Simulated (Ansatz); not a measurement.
# C2H3BrO: basis-set convergence

The task here is to estimate one member of a computed series from the others.

Method: one geometry, several basis sets; program: Ansatz 0.2.0, Gaussian basis.

The runs, in order: PBE0-D4/def2-SVP; ωB97M-V/def2-SVP; PBE0-D4/def2-QZVPP; ωB97M-V/def2-QZVPP; the functionals' def2-TZVPP values are taken from earlier runs.

## Structure used throughout

The geometry comes from an earlier relaxation with PBE0-D4 in a triple-zeta def2 set; it is a stationary point, not always the lowest conformer.

SMILES `BrC1CO1`, 7 atoms, charge 0, spin multiplicity 1.

Atoms are counted from 1 here; the program's logs count them from 0.

Bond lengths: Br1–C2 1.922 Å, C2–C3 1.452 Å, C2–O4 1.381 Å, C2–H5 1.084 Å, C3–O4 1.431 Å, C3–H6 1.085 Å, C3–H7 1.086 Å. Angles: Br1–C2–C3 120.1°, Br1–C2–O4 117.3°, Br1–C2–H5 110.1°, C3–C2–O4 60.7°, C3–C2–H5 123.1°, O4–C2–H5 117.2°, C2–C3–O4 57.2°, C2–C3–H6 118.5°, C2–C3–H7 119.9°, O4–C3–H6 115.0°, O4–C3–H7 115.2°, H6–C3–H7 116.8°, C2–O4–C3 62.1°.

Set-up of the first run:

in.yaml reads:

```yaml
crystal:
  periodic: [false, false, false]
  atoms:
    - {symbol: Br, position_ang: [1.345694, -0.896659, -1.581266]}
    - {symbol: C, position_ang: [-0.150179, -0.459869, -0.456728]}
    - {symbol: C, position_ang: [0.018221, 0.455853, 0.656881]}
    - {symbol: O, position_ang: [-0.661116, 0.819762, -0.549422]}
    - {symbol: H, position_ang: [-0.860995, -1.278575, -0.448071]}
    - {symbol: H, position_ang: [0.985503, 0.927272, 0.798503]}
    - {symbol: H, position_ang: [-0.615727, 0.364216, 1.534302]}
basis:
  gaussian: {orbitals: def2-SVP}
hamiltonian: {xc: pbe0, dispersion: d4}
output: {orbitals: {seedname: orbitals}}
```

On the command line:

```bash
ansatz run in.yaml --threads 2 --pin off --events-out ev --progress --plain --max-ram 4352MiB
```

Steps of the session up to this table: PBE0-D4 in def2-SVP; ωB97M-V in def2-SVP; PBE0-D4 in def2-QZVPP; ωB97M-V in def2-QZVPP.

One table of the session follows, with a row left open; its other results are not shown here.

It belongs to the step «Density functionals: the series». 

| functional | basis | HOMO (eV) | LUMO (eV) |
| --- | --- | --- | --- |
| PBE0-D4 | def2-SVP | ? | ? |
| PBE0-D4 | def2-TZVPP | -8.02 | -0.01 |
| PBE0-D4 | def2-QZVPP | -8.05 | -0.16 |
| ωB97M-V | def2-SVP | -10.14 | 2.51 |
| ωB97M-V | def2-TZVPP | -10.28 | 2.05 |
| ωB97M-V | def2-QZVPP | -10.30 | 1.68 |

Estimate the missing values for PBE0-D4, def2-SVP.

As computed: HOMO (eV): -7.90; LUMO (eV): 0.31. In the column «HOMO (eV)» it is the highest.
